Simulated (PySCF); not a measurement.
# C₅H₂FNO: runs on many settings, part 2 of 2

PySCF 2.14.0. Atoms count from 0. The steps go on from the part before.

**5. Spin-spin couplings: wB97X/pcJ-1**

What the job is given:

```
{"job": {"kind": "j", "xc": "wB97X", "basis": "pcJ-1", "scf": {"damp": 2.0, "max_cycle": 88}}, "charge": 0, "multiplicity": 1}
N      3.133387    -0.603860     0.133710
C      2.021048    -0.337595     0.076797
C      0.652338    -0.022818     0.008078
C      0.098583     1.208109    -0.227792
O     -1.241156     1.126626    -0.223698
C     -1.539760    -0.155417     0.014762
F     -2.823801    -0.463899     0.061432
C     -0.440504    -0.931938     0.170035
H      0.542636     2.167021    -0.404095
H     -0.393890    -1.981574     0.368244
```

With the program's defaults for keys left out, this is: wB97X/pcJ-1 indirect spin-spin coupling, non-relativistic, gas phase.

The program printed:

```text
damping 2.00 in the first 6 cycles
final grid: 100592 points
cycle   1  E = -421.2446655545  dE =  2.068e+00  |g| = 8.298e-01  |ddm| = 3.294e+00
cycle   2  E = -418.7746993091  dE =  2.470e+00  |g| = 3.001e+00  |ddm| = 2.376e+00
cycle   3  E = -375.3044149872  dE =  4.347e+01  |g| = 1.114e+01  |ddm| = 9.119e+01
cycle   4  E = -40.2921793945  dE =  3.350e+02  |g| = 2.597e+01  |ddm| = 1.250e+02
cycle   5  E = 667.5933566702  dE =  7.079e+02  |g| = 3.165e+01  |ddm| = 6.519e+01
cycle   6  E = -165.7476573739  dE = -8.333e+02  |g| = 2.789e+01  |ddm| = 1.653e+02
cycle   7  E = 2.9138046565  dE =  1.687e+02  |g| = 3.194e+01  |ddm| = 3.393e+01
cycle   8  E = -372.9719857776  dE = -3.759e+02  |g| = 9.180e+00  |ddm| = 4.432e+01
cycle   9  E = -338.7164874122  dE =  3.426e+01  |g| = 1.483e+01  |ddm| = 4.462e+01
cycle  10  E = -396.2964352065  dE = -5.758e+01  |g| = 8.639e+00  |ddm| = 3.397e+01
cycle  11  E = -410.7342911802  dE = -1.444e+01  |g| = 5.013e+00  |ddm| = 1.559e+01
cycle  12  E = -407.5537833861  dE =  3.181e+00  |g| = 6.627e+00  |ddm| = 3.337e+01
cycle  13  E = -420.1364188431  dE = -1.258e+01  |g| = 2.414e+00  |ddm| = 3.375e+01
cycle  14  E = -420.8440464865  dE = -7.076e-01  |g| = 1.434e+00  |ddm| = 2.212e+00
cycle  15  E = -421.2249239395  dE = -3.809e-01  |g| = 8.406e-01  |ddm| = 1.482e+00
cycle  16  E = -421.3668433549  dE = -1.419e-01  |g| = 3.643e-01  |ddm| = 6.249e-01
cycle  17  E = -421.3946542182  dE = -2.781e-02  |g| = 6.787e-02  |ddm| = 2.930e-01
cycle  18  E = -421.3959971512  dE = -1.343e-03  |g| = 3.530e-02  |ddm| = 8.676e-02
cycle  19  E = -421.3962756850  dE = -2.785e-04  |g| = 1.034e-02  |ddm| = 3.002e-02
cycle  20  E = -421.3963085067  dE = -3.282e-05  |g| = 5.403e-03  |ddm| = 1.202e-02
cycle  21  E = -421.3963202858  dE = -1.178e-05  |g| = 1.318e-03  |ddm| = 9.732e-03
cycle  22  E = -421.3963211897  dE = -9.039e-07  |g| = 6.210e-04  |ddm| = 2.381e-03
cycle  23  E = -421.3963213303  dE = -1.406e-07  |g| = 3.103e-04  |ddm| = 8.054e-04
cycle  24  E = -421.3963213640  dE = -3.373e-08  |g| = 8.310e-05  |ddm| = 4.131e-04
cycle  25  E = -421.3963213681  dE = -4.021e-09  |g| = 3.524e-05  |ddm| = 1.893e-04
cycle  26  E = -421.3963213684  dE = -3.824e-10  |g| = 1.411e-05  |ddm| = 5.400e-05
converged SCF energy = -421.3963213684

Indirect spin-spin couplings (Hz)
  i      j    bonds     total        FC       PSO       DSO        SD
  0 N    1 C    1    -25.318   -18.464    -0.547    -0.007    -6.300
  0 N    2 C    2      2.083     1.006     0.441     0.060     0.575
  0 N    3 C    3     -1.343    -1.057     0.555     0.030    -0.871
  0 N    4 O    4      0.613     0.007     0.282    -0.020     0.344
  0 N    6 F    5      0.609     0.057    -0.215     0.103     0.665
  0 N    7 C    3     -0.586    -0.677     0.132     0.029    -0.070
  0 N    8 H    4      0.363     0.296    -0.015     0.088    -0.006
  1 C    2 C    1    102.796   104.463    -1.981     0.314         -
  1 C    3 C    2      5.774     5.489     0.261     0.024         -
  1 C    4 O    3     -0.604    -0.562    -0.081     0.040         -
  1 C    5 C    3      7.817     7.791     0.067    -0.041         -
  1 C    6 F    4      2.795     1.715     0.540    -0.247     0.786
  1 C    7 C    2      2.654     2.552     0.077     0.025         -
  1 C    8 H    3      2.725     2.635     0.080     0.010         -
  1 C    9 H    3      2.593     2.519     0.026     0.048         -
  2 C    3 C    1     70.157    78.207    -8.366     0.316         -
  2 C    4 O    2      1.573     0.177     1.394     0.002         -
  2 C    5 C    2      9.883     9.647     0.144     0.092         -
  2 C    6 F    3     -1.067     3.826    -1.449    -0.380    -3.064
  2 C    7 C    1     53.810    57.745    -4.242     0.307         -
  2 C    8 H    2      8.775     9.815    -0.645    -0.394         -
  2 C    9 H    2      1.708     2.293    -0.312    -0.272         -
  3 C    4 O    1     21.324    14.518     6.948    -0.141         -
  3 C    5 C    2      8.211     7.530     0.656     0.025         -
  3 C    6 F    3      1.378     4.148    -7.274    -0.513     5.017
  3 C    7 C    2     -0.900    -0.899    -0.016     0.014         -
  3 C    8 H    1    197.604   197.255    -0.715     1.065         -
  3 C    9 H    3      6.629     6.675     0.528    -0.574         -
  4 O    5 C    1     17.054     9.731     7.508    -0.184         -
  4 O    6 F    2    -11.839   -29.911    18.960     0.064    -0.953
  4 O    7 C    2     -1.597    -2.634     1.019     0.017         -
  4 O    8 H    2    -19.401   -20.302     0.744     0.157         -
  4 O    9 H    3     -2.354    -2.431    -0.269     0.346         -
  5 C    6 F    1   -313.542  -293.110   -18.741     1.026    -2.717
  5 C    7 C    1     95.891   102.636    -7.112     0.367         -
  5 C    8 H    3      9.825     9.709     0.724    -0.609         -
  5 C    9 H    2      3.677     4.797    -0.897    -0.223         -
  6 F    7 C    2     14.354    28.249   -21.455    -0.250     7.811
  6 F    8 H    4     -1.746    -0.471     0.314    -1.856     0.266
  6 F    9 H    3     -7.725    -4.169    -2.390    -0.724    -0.442
  7 C    8 H    3      3.791     3.929     0.458    -0.597         -
  7 C    9 H    1    171.147   170.220    -0.084     1.012         -
  8 H    9 H    4      0.760     0.881     2.182    -2.303         -
```

Run time: 62 s. Hardware: 1 thread of Arm Neoverse V2, shared host; peak memory 1.1 GiB.

Despite a damping factor outside the range 0 to 1, the SCF converged in 26 cycles.

Key values: J(C5,F6) -313.5 Hz, J(C3,H8) 197.6 Hz, J(C7,H9) 171.1 Hz.

**6. Shielding tensors: PBE0/pcSseg-1**

The job, as its differences from that of step 5:

```diff
@@ -1,2 +1,2 @@
-{"job": {"kind": "j", "xc": "wB97X", "basis": "pcJ-1", "scf": {"damp": 2.0, "max_cycle": 88}}, "charge": 0, "multiplicity": 1}
+{"job": {"kind": "nmr", "xc": "PBE0", "basis": "pcSseg-1", "pop": true, "scf": {"aux": "sto-3g", "max_cycle": 58}}, "charge": 0, "multiplicity": 1}
 N      3.133387    -0.603860     0.133710
```

With the program's defaults for keys left out, this is: GIAO PBE0/pcSseg-1 NMR shielding, non-relativistic, gas phase.

The program printed:

```text
final grid: 100592 points
cycle   1  E = -425.4973609140  dE =  1.652e+00  |g| = 5.497e-01  |ddm| = 3.571e+00
cycle   2  E = -425.4475045793  dE =  4.986e-02  |g| = 7.404e-01  |ddm| = 1.031e+00
cycle   3  E = -425.5713818930  dE = -1.239e-01  |g| = 1.773e-01  |ddm| = 7.856e-01
cycle   4  E = -425.5765020084  dE = -5.120e-03  |g| = 9.363e-02  |ddm| = 1.722e-01
cycle   5  E = -425.5784130232  dE = -1.911e-03  |g| = 2.762e-02  |ddm| = 1.111e-01
cycle   6  E = -425.5785765744  dE = -1.636e-04  |g| = 1.099e-02  |ddm| = 3.550e-02
cycle   7  E = -425.5786015862  dE = -2.501e-05  |g| = 1.547e-03  |ddm| = 1.072e-02
cycle   8  E = -425.5786021340  dE = -5.477e-07  |g| = 7.388e-04  |ddm| = 2.313e-03
cycle   9  E = -425.5786022642  dE = -1.302e-07  |g| = 2.272e-04  |ddm| = 9.063e-04
cycle  10  E = -425.5786022794  dE = -1.525e-08  |g| = 1.375e-04  |ddm| = 3.411e-04
cycle  11  E = -425.5786022851  dE = -5.648e-09  |g| = 2.943e-05  |ddm| = 1.433e-04
cycle  12  E = -425.5786022856  dE = -4.918e-10  |g| = 1.158e-05  |ddm| = 5.246e-05
converged SCF energy = -425.5786022856

GIAO shielding tensors (ppm)
atom      isotropic    diamagn.    paramagn.     s11        s22        s33       span
  0 N       46.673     331.899    -285.226    -78.816    -36.037    254.872    333.688
  1 C      126.122     261.644    -135.522     41.818     43.733    292.816    250.998
  2 C      135.242     247.690    -112.448     92.768    133.234    179.723     86.955
  3 C       95.610     243.764    -148.154     37.735    108.289    140.806    103.071
  4 O      108.603     386.999    -278.397     -6.303     76.325    255.787    262.091
  5 C       84.340     252.375    -168.035     47.556    101.499    103.964     56.408
  6 F      296.431     463.741    -167.310    229.653    325.849    333.792    104.139
  7 C      126.870     241.716    -114.846     91.577    116.948    172.085     80.508
  8 H       28.419      34.439      -6.020     24.842     28.780     31.635      6.793
  9 H       30.140      36.261      -6.121     26.476     30.448     33.497      7.020
```

Run time: 9.3 s. Hardware: 1 thread of Arm Neoverse V2, shared host; peak memory 0.49 GiB.

A normal end doesn't make this result sound: the fitting basis sto-3g is not made for Coulomb and exchange fitting here. Its shieldings differ from those of step 2 (PBE0/pcSseg-1) by up to 105 ppm (N0).

**7. Run by run: spin-spin couplings**

Couplings (Hz), with basis size and wall time:

```
                   run   C5–F6  C3–H8  C7–H9  C5–C7  C1–C2  C2–C3  C2–C7  functions  time
CAM-B3LYP/aug-pcSseg-1  -226.9  208.0  183.7  131.7  127.0  105.3   86.4        226  48 s
           wB97X/pcJ-1  -313.5  197.6  171.1   95.9  102.8   70.2   53.8        236  62 s
```

**8. Summary of results**

What follows sums up all 2 parts.

| quantity | value |
| --- | --- |
| 13C shifts against TMS (PBE0/pcSseg-1) | 168.4, 145.8, 117.1, 106.8, 94.0 ppm |
| 1H shifts against TMS (PBE0/pcSseg-1) | 7.43, 6.03 ppm |
| 15N shifts against NH3 (PBE0/pcSseg-1) | 325.8 ppm |
| 17O shifts against H2O (PBE0/pcSseg-1) | 292.4 ppm |
| 19F shifts against CFCl3 (PBE0/pcSseg-1) | -116.0 ppm |
| lowest singlet (PBE0/def2-SVPD) | 5.62 eV (221 nm), f = 0.087 |
| brightest single state of those computed | state 6, 7.10 eV, f = 0.373 |
| lowest triplet | 3.63 eV |
| largest coupling of the table (CAM-B3LYP/aug-pcSseg-1) | 1J(C,F) C5–F6, -226.9 Hz |
| range of J(C5,F6), mean over like pairs | -313.5 to -226.9 Hz |
| property runs in this session | 5, of which 0 failed and 1 gave unsound results |

Single values in the summary come from the first run of each kind that ended normally (PBE0/pcSseg-1; PBE0/def2-SVPD; CAM-B3LYP/aug-pcSseg-1), which need not be the best level. At PBE0/pcSseg-1: The largest span, 461 ppm, is at N0, where the paramagnetic term is -399 ppm. NICS(1)zz of -23 ppm above the planar ring from C2 marks a diatropic (aromatic) ring current. The first singlet state (HOMO→LUMO 0.92) lies at 5.62 eV and is bright; of the 6 states computed, the strongest absorption comes from state 6 at 7.10 eV (the last computed, so partners may be missing). The lowest triplet lies 1.99 eV below the lowest singlet (triplets in Tamm-Dancoff, singlets in full TDDFT). Of the pairs tabulated at CAM-B3LYP/aug-pcSseg-1, C5–F6 couples most strongly (-226.9 Hz; Fermi contact -206.2 Hz). The coupling C5–F6, as a mean over pairs of its kind, runs from -313.5 Hz (wB97X/pcJ-1) to -226.9 Hz (CAM-B3LYP/aug-pcSseg-1). Couplings from bases without tight functions are rough.
